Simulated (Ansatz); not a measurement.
# SnW: the cost of one run

Program: Ansatz 0.2.0. Level of theory: DFT PBE, scalar-relativistic, plane waves, PAW. These are calculated values, not measurements.

## Step 1: The structure to begin with

It takes space group P4/mmm (No. 123, tetragonal). Conventional cell: a = 3.362 Å, b = 3.362 Å, c = 4.218 Å, α = 90.00°, β = 90.00°, γ = 90.00°. Sn (site symmetry 4/mmm) has 8 W at 3.18 Å and 4 Sn at 3.36 Å as nearest neighbours. Around W (site symmetry 4/mmm) lie 8 Sn at 3.18 Å and 4 W at 3.36 Å.

As a file:

```cif
data_structure
_symmetry_space_group_name_H-M 'P4/mmm'
_symmetry_Int_Tables_number 123
_cell_length_a 3.3619
_cell_length_b 3.3619
_cell_length_c 4.2176
_cell_angle_alpha 90.000
_cell_angle_beta 90.000
_cell_angle_gamma 90.000
_cell_volume 47.67
loop_
_atom_site_label
_atom_site_type_symbol
_atom_site_symmetry_multiplicity
_atom_site_Wyckoff_symbol
_atom_site_fract_x
_atom_site_fract_y
_atom_site_fract_z
_atom_site_occupancy
Sn1 Sn 1 d 0.50000 0.50000 0.50000 1
W1 W 1 a 0.00000 0.00000 0.00000 1
```

The cell is invented: species swapped into a database cell of YbSn (P4/mmm, No. 123), with Sn on the Yb sites and W on the Sn sites. The dimensions are guesses.

## Step 2: A first look at the guess

File input.yaml:

```yaml
crystal:
  lattice:
    - [3.36187103, 0.0, 0.0]
    - [0.0, 3.36187103, 0.0]
    - [0.0, 0.0, 4.21761624]
  atoms:
    - { symbol: Sn, position: [0.5, 0.5, 0.5] }
    - { symbol: W, position: [0.0, 0.0, 0.0] }
basis:
  ecutwfc: 420
kpoints:
  mp_grid: { grid: [6, 6, 4] }
hamiltonian:
  xc: pbe
scf:
  occupations: { method: gaussian, width: 0.1 }
  lower_state_search: "off"
output:
  forces: true
  stress: true
  eigenvalues: true
```

Run with:

```console
> ansatz run input.yaml --threads 1 --pin off --max-ram 2560MiB --backend cpu --events-out ev --progress --plain --runs-dir out
```

What time and memory should one allow on 1 thread of Arm Neoverse V2, shared host?

About 1.7 s, with a peak of 0.3 GiB.
